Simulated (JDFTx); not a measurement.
# Sr in JDFTx: reference runs

How does Sr come out in PBE? The cell is run as given.

All numbers are computed with JDFTx 1.7.0 (patched build); they aren't measurements. Logs are shortened: lines on timing, memory, paths and dates and some standing lists are left out, and cuts for length are marked. The log counts tension as positive stress, the text compression.

### Step 1. The cell of the first run

The cell holds a slab with vacuum, 4 atoms: a = 4.303 Å, b = 4.303 Å, c = 24.127 Å, α = 90.00°, β = 90.00°, γ = 90.00°.

The slab is cut from a database's or a generator's crystal, which needn't be the stable form of the element.

### Step 2. Single point, PBE (the (1 0 0) slab of Sr, cut from the database cell, not relaxed)

File Sr.in:

```
lattice \
    8.1306083158     0.0000000000     0.0000000000 \
    0.0000000000     8.1306083158     0.0000000000 \
    0.0000000000     0.0000000000    45.5935166952
coords-type Lattice
ion Sr     0.5000000000     0.5000000000     0.3108544144 0
ion Sr     0.0000000000     0.0000000000     0.4369514715 0
ion Sr     0.5000000000     0.5000000000     0.5630485285 1
ion Sr     0.0000000000     0.0000000000     0.6891455856 1

ion-species pseudo/Sr.upf
elec-cutoff 34
elec-ex-corr gga-PBE
kpoint-folding 6 6 1
elec-smearing Fermi 0.0018374661
elec-n-bands 27
electronic-SCF nIterations 100 energyDiffThreshold 1e-08
electronic-minimize nIterations 30 energyDiffThreshold 1e-7
coulomb-interaction Slab 001
coulomb-truncation-embed 0.000000 0.000000 0.500000
converge-empty-states yes
forces-output-coords Cartesian

dump-name run.$VAR
dump End Ecomponents EigStats BandEigs Kpoints Forces Dtot
```

Potentials or basis: PseudoDojo-SR-PBE-0.5-standard.

Launch:

```sh
> jdftx -c 1 -i Sr.in -o Sr.out
```

Log:

```text
*************** JDFTx 1.7.0 (patched build) ***************

Input parsed successfully to the following command list (including defaults):
[... the input with its defaults ...]

---------- Setting up symmetries ----------

Found 16 point-group symmetries of the bravais lattice
Found 8 space-group symmetries with basis
Applied RMS atom displacement 0 bohrs to make symmetries exact.

---------- Initializing the Grid ----------
R =
[      8.13061            0            0  ]
[            0      8.13061            0  ]
[            0            0      45.5935  ]
unit cell volume = 3014.04
G =
[   0.772782          0          0  ]
[          0   0.772782          0  ]
[          0          0   0.137809  ]
Minimum fftbox size, Smin = [  44  44  240  ]
Chosen fftbox size, S = [  48  48  240  ]

---------- Exchange Correlation functional ----------
Initalized PBE GGA exchange.
Initalized PBE GGA correlation.

---------- Setting up pseudopotentials ----------
Width of ionic core gaussian charges (only for fluid interactions / plotting) set to 0

Reading pseudopotential file 'pseudo/Sr.upf':
  'Sr' pseudopotential, 'PBE' functional
  Generated using ONCVPSP code by D. R. Hamann
  10 valence electrons, 3 orbitals, 6 projectors, 1001 radial grid points, with lMax = 2
    4S    l: 0   occupation:  2.0   eigenvalue: -1.503063
    4P    l: 1   occupation:  6.0   eigenvalue: -0.838698
    5S    l: 0   occupation:  2.0   eigenvalue: -0.129587
  Core radius for overlap checks: 1.50 bohrs.

Initialized 1 species with 4 total atoms.

Folded 1 k-points by 6x6x1 to 36 k-points.

---------- Setting up k-points, bands, fillings ----------
Reduced to 10 k-points under symmetry.
Computing the number of bands and number of electrons
Calculating initial fillings.
nElectrons:  40.000000   nBands: 27   nStates: 10

----- Setting up reduced wavefunction bases (one per k-point) -----
average nbasis = 28534.083 , ideal nbasis = 28540.498

---------- Setting up coulomb interaction ----------
Setting up double-sized grid for truncated Coulomb potentials:
R =
[      8.13061            0            0  ]
[            0      8.13061            0  ]
[            0            0       91.187  ]
unit cell volume = 6028.08
G =
[   0.772782          0          0  ]
[          0   0.772782          0  ]
[          0          0  0.0689044  ]
Chosen fftbox size, S = [  48  48  480  ]
Integer grid location selected as the embedding center:
   Grid: [  0  0  120  ]
   Lattice: [  0  0  0.5  ]
   Cartesian: [  0  0  22.7968  ]
Constructing Wigner-Seitz cell: 6 faces (6 quadrilaterals, 0 hexagons)
Range-separation parameter for embedded mesh potentials due to point charges: 0.549865 bohrs.
Initialized slab truncation along lattice direction 001

---------- Setting up 2D ewald sum ----------
Optimum gaussian width for ewald sums = 4.850378 bohr.
Real space sums over 225 unit cells with max indices [  7  7  0  ]
Reciprocal space sums over 81 terms with max indices [  4  4  0  ]

---------- Allocating electronic variables ----------
Initializing wave functions:  linear combination of atomic orbitals
Note: number of bands (27) exceeds available atomic orbitals (20)
Sr pseudo-atom occupations:   s ( 2 2 )  p ( 6 )
	FillingsUpdate:  mu: -0.000000000  nElectrons: 40.000000
LCAOMinimize: Iter:   0  F: -123.4908778096425692  |grad|_K:  7.821e-04  alpha:  1.000e+00
	FillingsUpdate:  mu: -0.000000000  nElectrons: 40.000000
LCAOMinimize: Iter:   1  F: -123.4926734595013897  |grad|_K:  3.632e-05  alpha:  8.265e-01  linmin: -8.229e-02  cgtest:  9.248e-01
LCAOMinimize: Encountered beta<0, resetting CG.
[... 4 lines of inner loops ...]
	FillingsUpdate:  mu: -0.000000000  nElectrons: 40.000000
LCAOMinimize: Iter:   4  F: -123.4926777824210262  |grad|_K:  2.065e-08  alpha:  7.660e-01  linmin: -4.572e-02  cgtest:  8.784e-01
LCAOMinimize: Encountered beta<0, resetting CG.
LCAOMinimize: Converged (|Delta F|<1.000000e-06 for 2 iters).

-------- Electronic minimization -----------
Will mix electronic density at each iteration.
	FillingsUpdate:  mu: -0.000000000  nElectrons: 40.000000
	FillingsUpdate:  mu: -0.256579611  nElectrons: 40.000000
SCF: Cycle:  0   F: -122.869161090636311   dF: +6.235e-01   |Residual|: 1.227e-01   |deigs|: 2.108e-01
	FillingsUpdate:  mu: -0.253874277  nElectrons: 40.000000
SCF: Cycle:  1   F: -123.228312797933995   dF: -3.592e-01   |Residual|: 8.581e-02   |deigs|: 1.593e-02
	FillingsUpdate:  mu: -0.230986529  nElectrons: 40.000000
SCF: Cycle:  2   F: -123.759109249363135   dF: -5.308e-01   |Residual|: 7.142e-02   |deigs|: 1.256e-02
	FillingsUpdate:  mu: -0.238741394  nElectrons: 40.000000
SCF: Cycle:  3   F: -123.571053323150892   dF: +1.881e-01   |Residual|: 4.520e-02   |deigs|: 1.504e-02
	FillingsUpdate:  mu: -0.224579166  nElectrons: 40.000000
SCF: Cycle:  4   F: -123.771132114143882   dF: -2.001e-01   |Residual|: 2.810e-02   |deigs|: 1.395e-02
	FillingsUpdate:  mu: -0.217630806  nElectrons: 40.000000
SCF: Cycle:  5   F: -123.807839531407723   dF: -3.671e-02   |Residual|: 1.696e-02   |deigs|: 6.208e-03
	FillingsUpdate:  mu: -0.208816517  nElectrons: 40.000000
SCF: Cycle:  6   F: -123.790985974716705   dF: +1.685e-02   |Residual|: 1.641e-02   |deigs|: 1.165e-02
	FillingsUpdate:  mu: -0.197028749  nElectrons: 40.000000
SCF: Cycle:  7   F: -123.815097950350989   dF: -2.411e-02   |Residual|: 1.385e-02   |deigs|: 1.205e-02
	FillingsUpdate:  mu: -0.191085215  nElectrons: 40.000000
SCF: Cycle:  8   F: -123.778624698678030   dF: +3.647e-02   |Residual|: 2.054e-02   |deigs|: 8.303e-03
	FillingsUpdate:  mu: -0.179968396  nElectrons: 40.000000
SCF: Cycle:  9   F: -123.788801778942741   dF: -1.018e-02   |Residual|: 1.816e-02   |deigs|: 1.146e-02
	FillingsUpdate:  mu: -0.151977644  nElectrons: 40.000000
SCF: Cycle: 10   F: -123.818015337976718   dF: -2.921e-02   |Residual|: 1.027e-02   |deigs|: 2.740e-02
	FillingsUpdate:  mu: -0.136206787  nElectrons: 40.000000
SCF: Cycle: 11   F: -123.816359782594006   dF: +1.656e-03   |Residual|: 7.020e-03   |deigs|: 1.595e-02
	FillingsUpdate:  mu: -0.106920419  nElectrons: 40.000000
SCF: Cycle: 12   F: -123.819426536900977   dF: -3.067e-03   |Residual|: 5.684e-03   |deigs|: 2.950e-02
	FillingsUpdate:  mu: -0.108905550  nElectrons: 40.000000
SCF: Cycle: 13   F: -123.817942846562886   dF: +1.484e-03   |Residual|: 5.797e-03   |deigs|: 2.815e-03
	FillingsUpdate:  mu: -0.096619283  nElectrons: 40.000000
SCF: Cycle: 14   F: -123.819939170441813   dF: -1.996e-03   |Residual|: 1.644e-03   |deigs|: 1.276e-02
	FillingsUpdate:  mu: -0.099195080  nElectrons: 40.000000
SCF: Cycle: 15   F: -123.819779688128676   dF: +1.595e-04   |Residual|: 2.325e-03   |deigs|: 2.777e-03
	FillingsUpdate:  mu: -0.094207972  nElectrons: 40.000000
SCF: Cycle: 16   F: -123.819853823707319   dF: -7.414e-05   |Residual|: 1.234e-03   |deigs|: 5.159e-03
	FillingsUpdate:  mu: -0.095182887  nElectrons: 40.000000
SCF: Cycle: 17   F: -123.819860243648066   dF: -6.420e-06   |Residual|: 1.253e-03   |deigs|: 1.032e-03
	FillingsUpdate:  mu: -0.094481489  nElectrons: 40.000000
SCF: Cycle: 18   F: -123.819979906422873   dF: -1.197e-04   |Residual|: 1.005e-03   |deigs|: 7.948e-04
	FillingsUpdate:  mu: -0.095797614  nElectrons: 40.000000
SCF: Cycle: 19   F: -123.820059045417167   dF: -7.914e-05   |Residual|: 5.321e-04   |deigs|: 1.394e-03
	FillingsUpdate:  mu: -0.094086483  nElectrons: 40.000000
SCF: Cycle: 20   F: -123.820072577628139   dF: -1.353e-05   |Residual|: 3.217e-04   |deigs|: 1.717e-03
	FillingsUpdate:  mu: -0.094008235  nElectrons: 40.000000
SCF: Cycle: 21   F: -123.820074654004443   dF: -2.076e-06   |Residual|: 2.011e-04   |deigs|: 9.325e-05
	FillingsUpdate:  mu: -0.093933485  nElectrons: 40.000000
SCF: Cycle: 22   F: -123.820075454346878   dF: -8.003e-07   |Residual|: 1.168e-04   |deigs|: 9.374e-05
	FillingsUpdate:  mu: -0.093919326  nElectrons: 40.000000
SCF: Cycle: 23   F: -123.820075852385173   dF: -3.980e-07   |Residual|: 6.431e-05   |deigs|: 5.079e-05
	FillingsUpdate:  mu: -0.093886972  nElectrons: 40.000000
SCF: Cycle: 24   F: -123.820075758909596   dF: +9.348e-08   |Residual|: 4.233e-05   |deigs|: 4.973e-05
	FillingsUpdate:  mu: -0.093961039  nElectrons: 40.000000
SCF: Cycle: 25   F: -123.820075990627970   dF: -2.317e-07   |Residual|: 2.326e-05   |deigs|: 7.900e-05
	FillingsUpdate:  mu: -0.094021945  nElectrons: 40.000000
SCF: Cycle: 26   F: -123.820076009222575   dF: -1.859e-08   |Residual|: 1.855e-05   |deigs|: 7.594e-05
	FillingsUpdate:  mu: -0.094080250  nElectrons: 40.000000
SCF: Cycle: 27   F: -123.820076014806659   dF: -5.584e-09   |Residual|: 8.040e-06   |deigs|: 6.113e-05
	FillingsUpdate:  mu: -0.094096772  nElectrons: 40.000000
SCF: Cycle: 28   F: -123.820076016651456   dF: -1.845e-09   |Residual|: 3.974e-06   |deigs|: 1.955e-05
SCF: Converged (|Delta E|<1.000000e-08 for 2 iters).

Setting wave functions to eigenvectors of Hamiltonian
Converging empty states (this may take a while):
EmptyStates: None of the convergence criteria satisfied.
|deigs|: 4.811e-04

# Ionic positions in lattice coordinates:
ion Sr   0.500000000000000   0.500000000000000   0.310854414400000 0
ion Sr   0.000000000000000   0.000000000000000   0.436951471500000 0
ion Sr   0.500000000000000   0.500000000000000   0.563048528500000 1
ion Sr   0.000000000000000   0.000000000000000   0.689145585600000 1

# Forces in Cartesian coordinates:
force Sr   0.000000000000000   0.000000000000000   0.001634379029956 0
force Sr   0.000000000000000   0.000000000000000  -0.001272028906790 0
force Sr   0.000000000000000   0.000000000000000   0.001243883963566 1
force Sr   0.000000000000000   0.000000000000000  -0.001679610439824 1

# Energy components:
   Eewald =     -643.9027890526714373
       EH =     -547.4726297727156634
     Eloc =     1031.2392256164539504
      Enl =       20.1868018866855436
      Exc =      -33.1830049531782976
 Exc_core =       13.0845863392731498
       KE =       36.2299092863944594
-------------------------------------
     Etot =     -123.8179006497581582
       TS =        0.0021753668933027
-------------------------------------
        F =     -123.8200760166514556

IonicMinimize: Iter:   0  F: -123.820076016651456  |grad|_K:  8.533e-04
IonicMinimize: None of the convergence criteria satisfied after 0 iterations.

#--- Lowdin population analysis ---
# oxidation-state Sr +0.444 +0.442 +0.442 +0.444

Dumping 'run.eigStats' ...
	eMin: -1.459239 at state 0 ( [ +0.000000 +0.000000 +0.000000 ] spin 0 )
	HOMO: -0.094379 at state 7 ( [ +0.333333 +0.333333 +0.000000 ] spin 0 )
	mu  : -0.094096
	LUMO: -0.093982 at state 2 ( [ +0.000000 +0.333333 +0.000000 ] spin 0 )
	eMax: -0.017640 at state 0 ( [ +0.000000 +0.000000 +0.000000 ] spin 0 )
	HOMO-LUMO gap: +0.000397
	Optical gap  : +0.002799 at state 5 ( [ +0.166667 +0.333333 +0.000000 ] spin 0 )
WARNING: the last solve of the electrons (or of bands or displaced states from it) ended unconverged.
Done!
```

Wall time 7.5 min (1 thread of AMD EPYC 9R14 (Zen 4), shared host); peak memory 0.43 GiB.

Results:

| Quantity | Value |
| --- | --- |
| Free energy | -3369.3159 eV |
| Largest force | 0.086 eV/Å |
| Ionisation potential of the upper face | 2.57 eV |

Forces on the atoms (eV/Å):
```
Sr   0.000  0.000  0.084
Sr   0.000  0.000 -0.065
Sr   0.000  0.000  0.064
Sr   0.000  0.000 -0.086
```

Caveat: forces may be off by hundredths of an eV/Å; the empty levels aren't tightly converged.
